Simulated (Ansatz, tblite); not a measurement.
# WO2(NH2)2 (H₄N₂O₂W): rung by rung

One table from this session's results is given with a row withheld; the runs are named, their logs left out.

The runs use Ansatz 0.2.0, Gaussian basis; as each input shows.

Plan: GFN1-xTB, GFN2-xTB, PBE-D4/def2-TZVP, r2SCAN-D4/def2-TZVP, LC-ωPBE/def2-TZVP, r2SCAN0-D4/def2-TZVP, HF/def2-TZVP, PBE-D4/def2-SVP, PBE0-D4/def2-SVP, CCSD(T)/def2-SVP, MP2/def2-TZVP.

2 further runs of the same task are left out: 2 set aside as unsound or not needed.

## The structure

The geometry is that of the singlet, from an earlier relaxation (PBE-D4/def2-SVP).

9 atoms, charge 0, spin multiplicity 1.

Bond lengths: N1–W5 1.960 Å, N1–H6 1.024 Å, N1–H7 1.024 Å, N2–W5 1.960 Å, N2–H8 1.024 Å, N2–H9 1.024 Å, O3–W5 1.734 Å, O4–W5 1.734 Å. Angles: W5–N1–H6 124.7°, W5–N1–H7 124.4°, H6–N1–H7 110.8°, W5–N2–H8 124.7°, W5–N2–H9 124.4°, H8–N2–H9 110.8°, N1–W5–N2 112.2°, N1–W5–O3 107.6°, N1–W5–O4 107.7°, N2–W5–O3 107.7°, N2–W5–O4 107.6°, O3–W5–O4 114.1°.

W takes a core potential in the def2 sets. No spin-orbit coupling is included.

PBE0-D4/def2-TZVP was run before; its log isn't repeated, and its numbers join the tables.

The first run:

Tight binding, by tblite at 300 K electronic temperature and without a spin-polarisation term:

```python
tblite.interface.Calculator('GFN1-xTB', numbers, positions, charge=0, uhf=0).singlepoint()
```

Tight binding, by tblite at 300 K electronic temperature and without a spin-polarisation term:

```python
tblite.interface.Calculator('GFN2-xTB', numbers, positions, charge=0, uhf=0).singlepoint()
```

start.molden holds the orbitals of an earlier run on this state, given as this run's starting guess.

File in.yaml:

```yaml
crystal:
  periodic: [false, false, false]
  atoms:
    - {symbol: N, position_ang: [-0.364946, 1.626404, -0.254058]}
    - {symbol: N, position_ang: [-0.363929, -1.627568, -0.248314]}
    - {symbol: O, position_ang: [0.486482, 0.006491, 2.102560]}
    - {symbol: O, position_ang: [2.138035, -0.002590, -0.293657]}
    - {symbol: W, position_ang: [0.535974, 0.000809, 0.369425]}
    - {symbol: H, position_ang: [-0.136902, 2.123057, -1.120241]}
    - {symbol: H, position_ang: [-1.081131, 2.130838, 0.276610]}
    - {symbol: H, position_ang: [-1.091393, -2.124894, 0.273625]}
    - {symbol: H, position_ang: [-0.122179, -2.132557, -1.105958]}
basis:
  gaussian: {orbitals: def2-TZVP, initial_orbitals: start.molden}
hamiltonian: {xc: pbe, dispersion: d4}
scf: {omitted_lower_state_checks: [starts]}
output: {forces: true, orbitals: {seedname: orbitals}}
```

Run with:

```bash
$ ansatz run in.yaml --threads 2 --pin off --events-out ev --progress --plain --max-ram 4352MiB
```

Among the steps run: PBE-D4/def2-TZVP; r2SCAN-D4/def2-TZVP; LC-ωPBE/def2-TZVP; r2SCAN0-D4/def2-TZVP; HF/def2-TZVP; PBE-D4/def2-SVP; PBE0-D4/def2-SVP; CCSD(T)/def2-SVP; MP2/def2-TZVP.

One table of the session follows, with a row left open; its other results are not shown here.

It belongs to the step «Binding energy». 

| method | binding an atom (eV) |
| --- | --- |
| HF/def2-SVP | ? |
| HF/def2-TZVP | 2.486 |
| MP2/def2-SVP | 4.222 |
| MP2/def2-TZVP | 4.432 |
| CCSD/def2-SVP | 3.876 |
| CCSD(T)/def2-SVP | 4.012 |

**Question.** Estimate the row for HF/def2-SVP.

The run gave: binding an atom (eV): 2.418. In the column «binding an atom (eV)» it is the lowest.

Limits of these values: Free atoms were run apart at each level; binding is atoms less cluster, divided by the number of atoms, without zero-point or spin-orbit terms.
